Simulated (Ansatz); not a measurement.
# Y3Ge: the cost of one run

Computed with Ansatz 0.2.0 (DFT PBEsol, scalar-relativistic, plane waves, PAW, unless a step's input says otherwise).

## Step 1: The system as given

The structure is tetragonal, space group I4/mmm (No. 139). The conventional cell has a = 4.531 Å, b = 4.531 Å, c = 10.394 Å, α = 90.00°, β = 90.00°, γ = 90.00°. Around Y (site symmetry -4m2) lie 8 Y at 3.20 to 3.45 Å and 4 Ge at 3.45 Å. Around Y (site symmetry 4/mmm) lie 4 Ge at 3.20 Å and 8 Y at 3.45 Å. Around Ge (site symmetry 4/mmm) lie 12 Y at 3.20 to 3.45 Å.

Structure file:

```
CELL_PARAMETERS angstrom
-2.26539 2.26539 5.19702
2.26539 -2.26539 5.19702
2.26539 2.26539 -5.19702
ATOMIC_POSITIONS crystal
Y 0.75000 0.25000 0.50000
Y 0.25000 0.75000 0.50000
Y 0.50000 0.50000 0.00000
Ge 0.00000 0.00000 0.00000
```

The structure comes from the Materials Project (structure only).

## Step 2: A distortion that keeps the symmetry

What differs from the listed cell: strain xx, yy, zz, yz, xz, xy = +2.3, +2.3, +5.3, +0.0, +0.0, +0.0 %.

Contents of input.yaml:

```yaml
crystal:
  lattice:
    - [-2.3176113317, 2.3176113317, 5.472721911]
    - [2.3176113317, -2.3176113317, 5.472721911]
    - [2.3176113317, 2.3176113317, -5.472721911]
  atoms:
    - { symbol: "Y", position: [0.75, 0.25, 0.5] }
    - { symbol: "Y", position: [0.25, 0.75, 0.5] }
    - { symbol: "Y", position: [0.5, 0.5, 0.0] }
    - { symbol: Ge, position: [0.0, 0.0, 0.0] }
basis:
  ecutwfc: 420
kpoints:
  mp_grid: { grid: [14, 14, 14] }
hamiltonian:
  xc: pbesol
scf:
  occupations: { method: gaussian, width: 0.1 }
output:
  forces: true
  stress: true
  eigenvalues: true
```

Launch:

```console
$ ansatz run input.yaml --threads 1 --pin off --max-ram 1331MiB --backend cpu --events-out ev --progress --plain --runs-dir out
```

What time and memory should one allow on 1 thread of an x86-64 CPU, shared host?

About 74 s, with a peak of 0.85 GiB.
